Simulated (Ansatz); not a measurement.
# BrFGaHO: a ladder of functionals and wavefunction methods

An exercise on one series of results from a longer session: the logs are not shown, and one member is left open.

Program: Ansatz 0.2.0, Gaussian basis. Level of theory: functionals in def2-TZVPP, the program's frozen cores in correlated methods. These are calculated values, not measurements.

Plan: LDA (SPW92), PBE-D4, revPBE-D4, BLYP-D4, r2SCAN-D4, B97M-V, PBE0-D4, B3LYP-D4, r2SCANh-D4, r2SCAN0-D4, HSE06-D4, BHLYP-D4, CAM-B3LYP-D4, LC-ωPBE, ωB97X-V, ωB97M-V, B2PLYP, PBE-QIDH; CCSD(T)/def2-SVP; CCSD(T)/def2-TZVPP; MP2/def2-QZVPP; extrapolation to the limit; RPA on PBE.

### The relaxed structure

All runs share one geometry, relaxed beforehand with PBE0-D4 in a triple-zeta def2 set.

SMILES `[OH][Ga]([F])[Br]`, 5 atoms, charge 0, spin multiplicity 1.

Atoms are counted from 1 here; the program's logs count them from 0.

Bond lengths: O1–Ga2 1.762 Å, O1–H5 0.961 Å, Ga2–F3 1.734 Å, Ga2–Br4 2.258 Å. Angles: Ga2–O1–H5 113.2°, O1–Ga2–F3 116.6°, O1–Ga2–Br4 124.6°, F3–Ga2–Br4 118.8°.

As a file:

```xyz
5
BrFGaHO
O    -0.4695   -1.2527    0.4773
Ga    0.0271    0.1973   -0.3923
F    -0.3167    0.2406   -2.0915
Br    1.0641    1.9666    0.5517
H    -0.2550   -1.2254    1.4134
```

Set-up of the first run:

in.yaml

```yaml
crystal:
  periodic: [false, false, false]
  atoms:
    - {symbol: O, position_ang: [-0.469523, -1.252700, 0.477333]}
    - {symbol: Ga, position_ang: [0.027095, 0.197341, -0.392339]}
    - {symbol: F, position_ang: [-0.316731, 0.240574, -2.091464]}
    - {symbol: Br, position_ang: [1.064109, 1.966566, 0.551682]}
    - {symbol: H, position_ang: [-0.255050, -1.225380, 1.413387]}
basis:
  gaussian: {orbitals: def2-TZVPP}
hamiltonian: {xc: lda}
output: {orbitals: {seedname: orbitals}}
```

Among the steps run: LDA; PBE-D4 (GGA); revPBE-D4 (GGA); BLYP-D4 (GGA); r2SCAN-D4 (meta-GGA); B97M-V (meta-GGA); PBE0-D4 (hybrid); B3LYP-D4 (hybrid); r2SCANh-D4 (hybrid); r2SCAN0-D4 (hybrid); HSE06-D4 (hybrid); BHLYP-D4 (hybrid); CAM-B3LYP-D4 (range-separated); LC-ωPBE-D4 (range-separated; the results give it without D4); ωB97X-V (range-separated); ωB97M-V (range-separated); B2PLYP (double hybrid); PBE-QIDH (double hybrid).

One of the session's tables, all rows but one given; the rest of the session is left out.

It belongs to the step «Orbital energies across the functionals». 

```
  functional  HOMO (eV)  LUMO (eV)  gap (eV)
 LDA (SPW92)      -7.91      -3.02      4.89
      PBE-D4      -7.71      -2.68      5.02
   revPBE-D4      -7.64      -2.54      5.10
     BLYP-D4      -7.54      -2.68      4.86
   r2SCAN-D4      -8.07      -2.38      5.69
      B97M-V      -8.12      -2.48      5.63
     PBE0-D4      -9.07      -1.74      7.34
    B3LYP-D4      -8.80      -2.10      6.69
  r2SCANh-D4      -8.57      -2.05      6.52
  r2SCAN0-D4          ?          ?         ?
    HSE06-D4      -8.67      -2.11      6.56
    BHLYP-D4     -10.26      -0.88      9.38
CAM-B3LYP-D4     -10.43      -0.82      9.60
     LC-ωPBE     -11.83       0.56     12.39
     ωB97X-V     -11.45       0.37     11.83
     ωB97M-V     -11.31       0.16     11.48
```

**Question.** Estimate the row for r2SCAN0-D4.

Worked estimate for «HOMO (eV)». Against the share of exact exchange, r2SCAN-D4 (0, -8.07), r2SCANh-D4 (0.1, -8.57) give a slope of -5.00 per unit share; at 0.25 the line stands at -9.32.

As computed: HOMO (eV): -9.31; LUMO (eV): -1.56; gap (eV): 7.76. In «HOMO (eV)» the line misses by -0.01.
